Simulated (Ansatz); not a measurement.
# C3H10Si: molecular dynamics

Purpose: to follow the molecule's vibrations and see whether its bonds hold. The start is relaxed first. Runs: 300 steps of 0.5 fs at constant energy, with velocities drawn for 300 K. SMILES of the start: C[SiH](C)C.

Program: Ansatz 0.2.0. Level of theory: RKS BLYP-D4/6-31G. These are calculated values, not measurements.

### Step 1. The starting structure

Bond lengths: Si1–H2 1.460 Å, Si1–C3 1.870 Å, C3–H4 1.110 Å, C3–H5 1.110 Å, C3–H6 1.110 Å, Si1–C7 1.869 Å, C7–H8 1.110 Å, C7–H9 1.110 Å, C7–H10 1.110 Å, Si1–C11 1.869 Å, C11–H12 1.110 Å, C11–H13 1.110 Å, C11–H14 1.110 Å. Angles (14 of 24 angles, heavy atoms first): C3–Si1–C7 109.5°, C3–Si1–C11 109.5°, C7–Si1–C11 109.5°, H2–Si1–C3 109.4°, H2–Si1–C7 109.5°, H2–Si1–C11 109.5°, Si1–C3–H4 109.5°, Si1–C3–H5 109.5°, Si1–C3–H6 109.5°, Si1–C7–H8 109.5°, Si1–C7–H9 109.5°, Si1–C7–H10 109.5°, Si1–C11–H12 109.5°, Si1–C11–H13 109.5°.

Structure file:

```xyz
14

Si    0.0000    0.0000    0.0000
H     0.0000    0.0000    1.4600
C     1.7634    0.0000   -0.6227
H     2.1111   -1.0463   -0.7509
H     1.8119    0.5276   -1.5981
H     2.4154    0.5187    0.1108
C    -0.8808    1.5259   -0.6227
H    -1.9334    1.2723   -0.8671
H    -0.8624    2.3106    0.1622
H    -0.3704    1.9025   -1.5336
C    -0.8808   -1.5259   -0.6227
H    -1.3804   -2.0377    0.2261
H    -1.6409   -1.2332   -1.3768
H    -0.1449   -2.2146   -1.0879
```

### Step 2. Relaxing the start

Contents of input.yaml:

```yaml
crystal:
  periodic: [false, false, false]
  atoms:
    - { symbol: Si, position_ang: [0.0, 0.0, 0.0] }
    - { symbol: H, position_ang: [0.0, 0.0, 1.46] }
    - { symbol: C, position_ang: [1.7634, 0.0, -0.6227] }
    - { symbol: H, position_ang: [2.1111, -1.0463, -0.7509] }
    - { symbol: H, position_ang: [1.8119, 0.5276, -1.5981] }
    - { symbol: H, position_ang: [2.4154, 0.5187, 0.1108] }
    - { symbol: C, position_ang: [-0.8808, 1.5259, -0.6227] }
    - { symbol: H, position_ang: [-1.9334, 1.2723, -0.8671] }
    - { symbol: H, position_ang: [-0.8624, 2.3106, 0.1622] }
    - { symbol: H, position_ang: [-0.3704, 1.9025, -1.5336] }
    - { symbol: C, position_ang: [-0.8808, -1.5259, -0.6227] }
    - { symbol: H, position_ang: [-1.3804, -2.0377, 0.2261] }
    - { symbol: H, position_ang: [-1.6409, -1.2332, -1.3768] }
    - { symbol: H, position_ang: [-0.1449, -2.2146, -1.0879] }
basis:
  gaussian: { orbitals: "6-31G" }
hamiltonian:
  xc: blyp
  dispersion: d4
relax:
  f_tol: 0.02
  max_steps: 40
```

Command:

```
ansatz run input.yaml --threads 1 --pin off --max-ram 2048MiB --backend cpu --events-out ev --progress --plain --runs-dir out
```

The program printed, cut to the lines that bear on the results:

```text
Warning: RAYON_NUM_THREADS=1 ignored (pool sized by the plan → 1); use --threads N
[...]
Functional definition: BLYP
[...]
902 factors; integrals over basis functions are off by at most 1.7e-4 eV
[...]
mean field -11147.81097205 eV, -409.6744969652 hartree, gradient 3.2e-6 eV, S^2 0.000000; 0 other end points of the search recorded, 0 dependent functions left out
[...]
reference -11147.81126709 eV, -409.6745078076 hartree; 21, 21 occupied and 39, 39 virtual orbitals, 902 factors
relax step   1: F+E_penalty+E_count = -11148.38227328 eV  Δ(F+E_penalty+E_count) = +0.000e0 eV  max|allowed force component| = 1.070e0 eV/Å  Δτ_max = 0.0000 Å  (24 SCF iters, accepted)
[...]
relax step   3: F+E_penalty+E_count = -11148.62866939 eV  Δ(F+E_penalty+E_count) = -4.240e-2 eV  max|allowed force component| = 3.407e-1 eV/Å  Δτ_max = 0.1385 Å  (21 SCF iters, accepted)
[...]
relax step   5: F+E_penalty+E_count = -11148.65424490 eV  Δ(F+E_penalty+E_count) = +1.019e-2 eV  max|allowed force component| = 6.091e-1 eV/Å  Δτ_max = 0.1961 Å  (20 SCF iters, rejected (line search))
[...]
relax step   7: F+E_penalty+E_count = -11148.68603047 eV  Δ(F+E_penalty+E_count) = -8.500e-3 eV  max|allowed force component| = 1.402e-1 eV/Å  Δτ_max = 0.0999 Å  (21 SCF iters, accepted)
[...]
relax step   8: F+E_penalty+E_count = -11148.69314866 eV  Δ(F+E_penalty+E_count) = -7.118e-3 eV  max|allowed force component| = 3.478e-1 eV/Å  Δτ_max = 0.1429 Å  (20 SCF iters, accepted)
[...]
relax step   9: F+E_penalty+E_count = -11148.68242454 eV  Δ(F+E_penalty+E_count) = +1.072e-2 eV  max|allowed force component| = 5.739e-1 eV/Å  Δτ_max = 0.1400 Å  (21 SCF iters, rejected (line search))
[...]
902 factors; integrals over basis functions are off by at most 1.7e-4 eV
mean field -11148.15371526 eV, -409.6870925460 hartree, gradient 4.0e-5 eV, S^2 0.000000; 0 other end points of the search recorded, 0 dependent functions left out
[...]
reference -11148.15401586 eV, -409.6871035927 hartree; 21, 21 occupied and 39, 39 virtual orbitals, 902 factors
```

### Step 3. The log goes on: start relaxed

Output, continued, cut to the lines that bear on the results:

```text
relax step  10: F+E_penalty+E_count = -11148.70394960 eV  Δ(F+E_penalty+E_count) = -1.080e-2 eV  max|allowed force component| = 4.915e-2 eV/Å  Δτ_max = 0.0700 Å  (21 SCF iters, accepted)
[...]
relax step  15: F+E_penalty+E_count = -11148.70717015 eV  Δ(F+E_penalty+E_count) = +6.757e-4 eV  max|allowed force component| = 8.253e-2 eV/Å  Δτ_max = 0.0141 Å  (23 SCF iters, rejected (line search))
[...]
relax step  16: F+E_penalty+E_count = -11148.70824328 eV  Δ(F+E_penalty+E_count) = -3.974e-4 eV  max|allowed force component| = 1.527e-3 eV/Å  Δτ_max = 0.0066 Å  (20 SCF iters, accepted)
902 factors; integrals over basis functions are off by at most 1.7e-4 eV
[...]
mean field -11148.15801281 eV, -409.6872504780 hartree, gradient 8.8e-6 eV, S^2 0.000000; 1 other end points of the search recorded, 0 dependent functions left out
[...]
Atom 4 at     1.841584     0.156646    -1.747229 Å, force     0.000132     0.000151     0.000091 eV/Å
Atom 5 at     2.352247     0.908920    -0.209395 Å, force    -0.000150     0.000252     0.000103 eV/Å
Atom 6 at    -0.942136     1.567798    -0.450019 Å, force     0.000022    -0.000065     0.000009 eV/Å
Atom 7 at    -1.979550     1.529204    -0.077465 Å, force     0.000458    -0.000032    -0.000008 eV/Å
Atom 8 at    -0.449535     2.448106    -0.004039 Å, force     0.000031    -0.000280    -0.000221 eV/Å
Atom 9 at    -0.975297     1.710419    -1.543833 Å, force    -0.000182    -0.000053     0.000311 eV/Å
Atom 10 at    -0.886277    -1.578972    -0.770546 Å, force    -0.000539    -0.000786    -0.000354 eV/Å
Atom 11 at    -1.920343    -1.657828    -0.394977 Å, force     0.001231     0.000257    -0.001024 eV/Å
Atom 12 at    -0.925854    -1.495098    -1.870252 Å, force     0.000089    -0.000704     0.001527 eV/Å
Atom 13 at    -0.356350    -2.512365    -0.516472 Å, force    -0.001366     0.000998    -0.000293 eV/Å
Dipole moment:    -0.002008     0.012643    -0.123577 e Å
```

Wall time 27 s (1 thread of AMD EPYC 9R45 (Zen 5), shared host); peak memory 0.14 GiB.

The steps of the relaxation:

```csv
step,energy from step 1 (eV),largest force component (eV/Å)
1,0.0000,1.0697
2,-0.2040,0.6124
3,-0.2464,0.3407
4,-0.2822,0.0658
5x,-0.2720,0.6091
6,-0.2953,0.0343
7,-0.3038,0.1402
8,-0.3109,0.3478
9x,-0.3002,0.5739
10,-0.3217,0.0491
11,-0.3249,0.0317
12x,-0.3242,0.1206
13,-0.3251,0.0068
14,-0.3256,0.0857
15x,-0.3249,0.0825
16,-0.3260,0.0015
```

Step 1 is the start. 4 steps were tried and not accepted (marked x).

After: Bond lengths: Si1–H2 1.521 Å, Si1–C3 1.928 Å, C3–H4 1.103 Å, C3–H5 1.104 Å, C3–H6 1.103 Å, Si1–C7 1.928 Å, C7–H8 1.103 Å, C7–H9 1.103 Å, C7–H10 1.104 Å, Si1–C11 1.928 Å, C11–H12 1.103 Å, C11–H13 1.104 Å, C11–H14 1.103 Å. Angles (14 of 24 angles, heavy atoms first): C3–Si1–C7 110.2°, C3–Si1–C11 110.2°, C7–Si1–C11 110.2°, H2–Si1–C3 108.7°, H2–Si1–C7 108.7°, H2–Si1–C11 108.7°, Si1–C3–H4 110.9°, Si1–C3–H5 110.5°, Si1–C3–H6 110.9°, Si1–C7–H8 110.9°, Si1–C7–H9 110.9°, Si1–C7–H10 110.5°, Si1–C11–H12 110.9°, Si1–C11–H13 110.5°.

### Step 4. Dynamics

300 steps of 0.5 fs at constant energy, with velocities drawn for 300 K, from the relaxed start.

Contents of input.yaml:

```yaml
crystal:
  periodic: [false, false, false]
  atoms:
    - { symbol: Si, position_ang: [0.008561, -0.050612, -0.007579] }
    - { symbol: H, position_ang: [0.033035, -0.204356, 1.505592] }
    - { symbol: C, position_ang: [1.824476, 0.046156, -0.649344] }
    - { symbol: H, position_ang: [2.38324, -0.868117, -0.387841] }
    - { symbol: H, position_ang: [1.841584, 0.156646, -1.747229] }
    - { symbol: H, position_ang: [2.352247, 0.90892, -0.209395] }
    - { symbol: C, position_ang: [-0.942136, 1.567798, -0.450019] }
    - { symbol: H, position_ang: [-1.97955, 1.529204, -0.077465] }
    - { symbol: H, position_ang: [-0.449535, 2.448106, -0.004039] }
    - { symbol: H, position_ang: [-0.975297, 1.710419, -1.543833] }
    - { symbol: C, position_ang: [-0.886277, -1.578972, -0.770546] }
    - { symbol: H, position_ang: [-1.920343, -1.657828, -0.394977] }
    - { symbol: H, position_ang: [-0.925854, -1.495098, -1.870252] }
    - { symbol: H, position_ang: [-0.35635, -2.512365, -0.516472] }
basis:
  gaussian: { orbitals: "6-31G" }
hamiltonian:
  xc: blyp
  dispersion: d4
md:
  timestep: 0.5
  n_steps: 300
  ensemble: nve
  temperature: 300.0
  initial_velocities: maxwell_boltzmann
  seed: 995394
```

Command:

```
ansatz run input.yaml --threads 1 --pin off --max-ram 2048MiB --backend cpu --events-out ev --progress --plain --runs-dir out
```

The program printed, cut to the lines that bear on the results:

```text
Warning: RAYON_NUM_THREADS=1 ignored (pool sized by the plan → 1); use --threads N
[...]
Functional definition: BLYP
[...]
899 factors; integrals over basis functions are off by at most 1.7e-4 eV
[...]
mean field -11148.15802527 eV, -409.6872509357 hartree, gradient 8.4e-6 eV, S^2 0.000000; 0 other end points of the search recorded, 0 dependent functions left out
[...]
reference -11148.15832448 eV, -409.6872619314 hartree; 21, 21 occupied and 39, 39 virtual orbitals, 899 factors
md step     0: t =     0.00 fs  T =   300.0 K  F+E_penalty+E_count = -11148.70825574 eV  E_kin = 0.465336 eV  conserved = -11148.24291975 eV  (23 SCF iters)
[...]
md step    17: t =     8.50 fs  T =    94.2 K  F+E_penalty+E_count = -11148.38453406 eV  E_kin = 0.146102 eV  conserved = -11148.23843224 eV  (23 SCF iters, 3 dispersion substeps)
[...]
md step    34: t =    17.00 fs  T =   193.1 K  F+E_penalty+E_count = -11148.54173957 eV  E_kin = 0.299470 eV  conserved = -11148.24226989 eV  (23 SCF iters, 3 dispersion substeps)
[...]
md step    51: t =    25.50 fs  T =    94.2 K  F+E_penalty+E_count = -11148.38528422 eV  E_kin = 0.146190 eV  conserved = -11148.23909426 eV  (23 SCF iters, 3 dispersion substeps)
[...]
md step    68: t =    34.00 fs  T =   213.1 K  F+E_penalty+E_count = -11148.57291430 eV  E_kin = 0.330587 eV  conserved = -11148.24232740 eV  (23 SCF iters, 3 dispersion substeps)
md step    69: t =    34.50 fs  T =   188.3 K  F+E_penalty+E_count = -11148.53362815 eV  E_kin = 0.292104 eV  conserved = -11148.24152433 eV  (23 SCF iters, 3 dispersion substeps)
md step    70: t =    35.00 fs  T =   154.1 K  F+E_penalty+E_count = -11148.47957930 eV  E_kin = 0.238965 eV  conserved = -11148.24061448 eV  (24 SCF iters, 3 dispersion substeps)
```

### Step 5. The log goes on: dynamics from the start

The log, continued, cut to the lines that bear on the results:

```text
md step    71: t =    35.50 fs  T =   119.3 K  F+E_penalty+E_count = -11148.42480077 eV  E_kin = 0.184989 eV  conserved = -11148.23981224 eV  (23 SCF iters, 3 dispersion substeps)
[...]
md step    94: t =    47.00 fs  T =    96.4 K  F+E_penalty+E_count = -11148.38910100 eV  E_kin = 0.149531 eV  conserved = -11148.23957029 eV  (22 SCF iters, 3 dispersion substeps)
[...]
md step   117: t =    58.50 fs  T =   112.1 K  F+E_penalty+E_count = -11148.41343821 eV  E_kin = 0.173890 eV  conserved = -11148.23954828 eV  (23 SCF iters, 3 dispersion substeps)
[...]
md step   140: t =    70.00 fs  T =   115.3 K  F+E_penalty+E_count = -11148.41832074 eV  E_kin = 0.178808 eV  conserved = -11148.23951263 eV  (22 SCF iters, 3 dispersion substeps)
[...]
md step   162: t =    81.00 fs  T =   134.0 K  F+E_penalty+E_count = -11148.44767018 eV  E_kin = 0.207843 eV  conserved = -11148.23982739 eV  (22 SCF iters, 3 dispersion substeps)
md step   163: t =    81.50 fs  T =   124.0 K  F+E_penalty+E_count = -11148.43202332 eV  E_kin = 0.192361 eV  conserved = -11148.23966236 eV  (22 SCF iters, 3 dispersion substeps)
```

### Step 6. The output, continued: dynamics from the start

The log, continued, cut to the lines that bear on the results:

```text
md step   164: t =    82.00 fs  T =   123.3 K  F+E_penalty+E_count = -11148.43102181 eV  E_kin = 0.191272 eV  conserved = -11148.23974957 eV  (22 SCF iters, 3 dispersion substeps)
[...]
md step   182: t =    91.00 fs  T =   195.2 K  F+E_penalty+E_count = -11148.54397598 eV  E_kin = 0.302825 eV  conserved = -11148.24115049 eV  (23 SCF iters, 3 dispersion substeps)
[...]
md step   200: t =   100.00 fs  T =   164.3 K  F+E_penalty+E_count = -11148.49585930 eV  E_kin = 0.254803 eV  conserved = -11148.24105644 eV  (22 SCF iters, 3 dispersion substeps)
[...]
md step   218: t =   109.00 fs  T =   116.6 K  F+E_penalty+E_count = -11148.42084489 eV  E_kin = 0.180809 eV  conserved = -11148.24003571 eV  (24 SCF iters, 3 dispersion substeps)
[...]
Atom 4 at     1.718637    -0.077203    -1.827066 Å, force     0.293754     0.182790     1.608855 eV/Å
Atom 5 at     2.281482     0.980616    -0.397782 Å, force    -0.161336    -0.111261    -0.251730 eV/Å
Atom 6 at    -0.894026     1.632108    -0.427680 Å, force    -1.278764    -0.203578    -0.592328 eV/Å
Atom 7 at    -1.927406     1.673719     0.061223 Å, force     0.989728     0.020856    -0.565272 eV/Å
Atom 8 at    -0.309377     2.490979    -0.060341 Å, force     0.031139    -0.021199    -0.029236 eV/Å
Atom 9 at    -1.032863     1.733884    -1.561386 Å, force     0.142852    -0.056828     1.212825 eV/Å
Atom 10 at    -0.816792    -1.615189    -0.795802 Å, force    -0.927339    -1.397184     0.136716 eV/Å
Atom 11 at    -1.949501    -1.710872    -0.604526 Å, force     1.279865     0.253714    -0.279447 eV/Å
Atom 12 at    -0.636892    -1.741514    -1.906588 Å, force    -0.122353     0.344667     0.849088 eV/Å
Atom 13 at    -0.359061    -2.536412    -0.291293 Å, force    -0.362512     0.883285    -0.497233 eV/Å
Dipole moment:    -0.001377     0.011350    -0.106241 e Å
```

Run time: 8.2 min. Hardware: 1 thread of AMD EPYC 9R45 (Zen 5), shared host; peak memory 0.14 GiB.

### Step 7. The trajectory

The trajectory, every 16 steps (energies from step 0):

| time (fs) | T (K) | potential energy change (meV/atom) | total energy change (meV/atom) |
| --- | --- | --- | --- |
| 0.0 | 300 | 0.0 | 0.00 |
| 8.0 | 100 | 22.5 | 0.28 |
| 16.0 | 158 | 15.8 | 0.14 |
| 24.0 | 167 | 14.9 | 0.18 |
| 32.0 | 134 | 18.6 | 0.17 |
| 40.0 | 156 | 16.0 | 0.05 |
| 48.0 | 82 | 24.4 | 0.26 |
| 56.0 | 221 | 8.8 | 0.04 |
| 64.0 | 85 | 24.0 | 0.26 |
| 72.0 | 166 | 15.0 | 0.14 |
| 80.0 | 174 | 14.2 | 0.16 |
| 88.0 | 147 | 17.2 | 0.17 |
| 96.0 | 176 | 13.8 | 0.09 |
| 104.0 | 125 | 19.6 | 0.23 |
| 112.0 | 190 | 12.3 | 0.10 |
| 120.0 | 112 | 21.0 | 0.17 |
| 128.0 | 143 | 17.6 | 0.20 |
| 136.0 | 180 | 13.3 | 0.09 |
| 144.0 | 91 | 23.4 | 0.26 |
| 150.0 | 127 | 19.4 | 0.24 |

time (fs), T (K) and a bar:
```
      0.0        300 ##############################
      6.5        176 ############
     13.0        148 ########
     19.5         98 #
     26.0         96 #
     32.5        176 ############
     39.0        161 ##########
     45.5        174 ############
     52.0        124 #####
     58.5        112 ###
     65.0        103 ##
     71.5        144 ########
     78.5        217 ##################
     85.0        150 ########
     91.5        175 ############
     98.0        117 ####
    104.5        124 #####
    111.0        145 ########
    117.5        149 ########
    124.0        199 ###############
    130.5        179 #############
    137.0        140 #######
    143.5         91 
    150.0        127 #####
```

Maxima of the velocity power spectrum (cm⁻¹, relative height; resolution about 440 cm⁻¹): 830 (23), 1450 (39), 3000 (100).

### Step 8. Snapshots as a file

Extended XYZ, with forces in eV/Å:

```xyz
14
time_fs=21.5 T=218 dE=0.1274
Si    0.045   -0.057    0.018   -0.360   -0.187    0.728
H     0.096   -0.163    1.574   -0.061   -0.030   -0.550
C     1.834    0.053   -0.644   -0.166    0.104   -0.047
H     2.416   -0.864   -0.532   -0.035   -0.428   -0.091
H     1.788    0.343   -1.703    0.210   -0.007   -0.147
H     2.377    0.813   -0.084    0.212    0.506    0.105
C    -0.967    1.503   -0.497    0.257   -0.514   -0.111
H    -2.019    1.399   -0.234   -0.390   -0.102    0.165
H    -0.591    2.412   -0.055    0.295    0.668    0.339
H    -0.901    1.595   -1.584   -0.012    0.100   -0.392
C    -0.929   -1.514   -0.768    0.060    0.020    0.297
H    -1.919   -1.632   -0.331   -0.412    0.015    0.432
H    -1.104   -1.293   -1.807   -0.061    0.353   -0.998
H    -0.448   -2.485   -0.755    0.463   -0.498    0.270
14
time_fs=43.0 T=104 dE=0.3061
Si    0.042   -0.062    0.042    0.276    0.364   -1.218
H     0.042   -0.278    1.516    0.033    0.042    0.453
C     1.884    0.087   -0.656   -1.274   -0.747    0.084
H     2.338   -0.895   -0.577    0.189   -0.769   -0.384
H     1.848    0.421   -1.704    0.164    0.022    0.057
H     2.532    0.686   -0.052    0.375    1.149    0.494
C    -0.969    1.482   -0.528   -0.010   -1.003    0.329
H    -2.010    1.302   -0.282   -0.670   -0.058    0.119
H    -0.681    2.393   -0.064    0.489    1.239    0.583
H    -0.900    1.589   -1.603    0.150    0.029   -0.669
C    -0.964   -1.492   -0.775    0.669   -0.042    1.163
H    -1.879   -1.657   -0.226   -0.658   -0.072    0.614
H    -1.258   -1.305   -1.768   -0.321    0.721   -1.792
H    -0.434   -2.427   -0.802    0.587   -0.875    0.170
14
time_fs=64.5 T=86 dE=0.3354
Si    0.050   -0.053   -0.004   -0.778   -0.351    0.365
H     0.115   -0.111    1.504   -0.079   -0.144    0.190
C     1.838    0.046   -0.626   -0.687    0.280   -0.759
H     2.425   -0.855   -0.596    0.029   -1.111   -0.424
H     1.795    0.494   -1.637    0.482   -0.158    0.109
H     2.378    0.664    0.050    0.643    1.397    0.664
C    -0.973    1.520   -0.496    0.284   -1.330   -0.501
H    -2.031    1.411   -0.289   -0.583   -0.233    0.241
H    -0.629    2.400   -0.027    0.613    1.398    0.813
H    -0.864    1.643   -1.569    0.008    0.171   -0.691
C    -0.942   -1.542   -0.749    0.598    0.655    1.070
H    -1.862   -1.692   -0.208   -0.617   -0.234    0.572
H    -1.215   -1.267   -1.727   -0.491    0.539   -1.871
H    -0.396   -2.460   -0.831    0.577   -0.879    0.223
14
time_fs=85.5 T=133 dE=0.2610
Si   -0.007   -0.047   -0.032    0.655    0.071    0.358
H    -0.014   -0.263    1.519    0.050    0.204   -0.561
C     1.860    0.069   -0.636   -0.979   -0.916   -0.789
H     2.297   -0.922   -0.484   -0.019   -0.650   -0.551
H     1.927    0.381   -1.720    0.092   -0.220    0.908
H     2.501    0.630    0.003    0.415    1.468    0.575
C    -0.930    1.569   -0.468   -0.893   -0.940   -0.382
H    -1.981    1.481   -0.148   -0.130    0.011   -0.048
H    -0.512    2.382    0.067    0.682    1.257    0.709
H    -0.926    1.808   -1.541    0.105   -0.104   -0.112
C    -0.906   -1.597   -0.742    0.408    0.502    0.965
H    -1.815   -1.749   -0.146   -0.102   -0.241   -0.033
H    -1.158   -1.484   -1.773   -0.328    0.114   -1.123
H    -0.220   -2.435   -0.634    0.045   -0.555    0.085
14
time_fs=107.0 T=172 dE=0.1995
Si   -0.013   -0.040   -0.052   -0.447   -0.212    0.312
H     0.003   -0.149    1.460   -0.023   -0.104    0.127
C     1.806    0.020   -0.629    0.149    0.104   -1.124
H     2.407   -0.882   -0.415   -0.441   -0.317   -0.415
H     1.819    0.288   -1.744    0.350   -0.353    1.226
H     2.338    0.764   -0.046    0.198    0.916    0.026
C    -0.923    1.657   -0.421   -0.672   -1.068   -1.008
H    -1.980    1.664   -0.065    0.393   -0.147   -0.110
H    -0.406    2.464    0.063    0.554    0.723    0.449
H    -0.932    1.847   -1.523   -0.034    0.008    0.437
C    -0.856   -1.672   -0.748   -0.026    0.658    0.744
H    -1.849   -1.793   -0.251    0.441   -0.194   -0.331
H    -0.977   -1.613   -1.831   -0.130   -0.071   -0.315
H    -0.175   -2.512   -0.500   -0.313    0.056   -0.020
14
time_fs=128.5 T=161 dE=0.2171
Si   -0.048   -0.041   -0.042    0.529   -0.039   -0.102
H    -0.015   -0.193    1.443   -0.008    0.007    0.500
C     1.788    0.035   -0.656    0.262   -0.758   -0.792
H     2.334   -0.874   -0.274   -0.404    0.283   -0.601
H     1.820    0.077   -1.815    0.180   -0.051    1.612
H     2.358    0.860   -0.209   -0.124    0.450   -0.228
C    -0.889    1.636   -0.413   -1.185    0.042   -0.560
H    -1.918    1.711    0.053    0.742   -0.082   -0.450
H    -0.264    2.398    0.056    0.184    0.397    0.083
H    -0.971    1.867   -1.518    0.043   -0.203    0.842
C    -0.812   -1.649   -0.746   -0.539   -0.605   -0.180
H    -1.901   -1.800   -0.453    1.022    0.099   -0.286
H    -0.730   -1.631   -1.860   -0.183   -0.128    0.384
H    -0.204   -2.527   -0.376   -0.519    0.588   -0.222
14
time_fs=150.0 T=127 dE=0.2714
Si   -0.026   -0.048    0.004   -0.004    0.082    0.203
H    -0.070   -0.238    1.550    0.075    0.078   -0.523
C     1.776    0.031   -0.670    0.595   -0.555   -0.734
H     2.421   -0.796   -0.240   -0.551    0.500   -0.538
H     1.719   -0.077   -1.827    0.294    0.183    1.609
H     2.281    0.981   -0.398   -0.161   -0.111   -0.252
C    -0.894    1.632   -0.428   -1.279   -0.204   -0.592
H    -1.927    1.674    0.061    0.990    0.021   -0.565
H    -0.309    2.491   -0.060    0.031   -0.021   -0.029
H    -1.033    1.734   -1.561    0.143   -0.057    1.213
C    -0.817   -1.615   -0.796   -0.927   -1.397    0.137
H    -1.950   -1.711   -0.605    1.280    0.254   -0.279
H    -0.637   -1.742   -1.907   -0.122    0.345    0.849
H    -0.359   -2.536   -0.291   -0.362    0.883   -0.497
```

### Step 9. Outcome

| quantity | value |
| --- | --- |
| relaxation of the start | 11 moves, 0.326 eV lower |
| length | 300 steps of 0.5 fs |
| temperature, first and last step | 300 and 127 K |
| temperature, second half | mean 152 K, from 89 to 217 K |
| potential energy, second half | +17 meV/atom from the start |
| largest change of the total energy | 0.32 meV/atom |
| bonds formed or broken | 0 |

What this shows: The temperature starts at 300 K and averages 152 K in the second half, where it ranges from 89 to 217 K; a mean near half the start is what vibrations about a minimum give, since they share energy equally between motion and strain. The total energy strays from its start by at most 0.32 meV/atom, 1.9 % of the mean kinetic energy, which is good for a step of 0.5 fs. The bonds all hold. A run of 150 fs with 14 atoms shows the motion but fixes no equilibrium value. The nuclei move classically, without zero-point motion, which matters most for hydrogen. The basis is very small, so the numbers are rough.
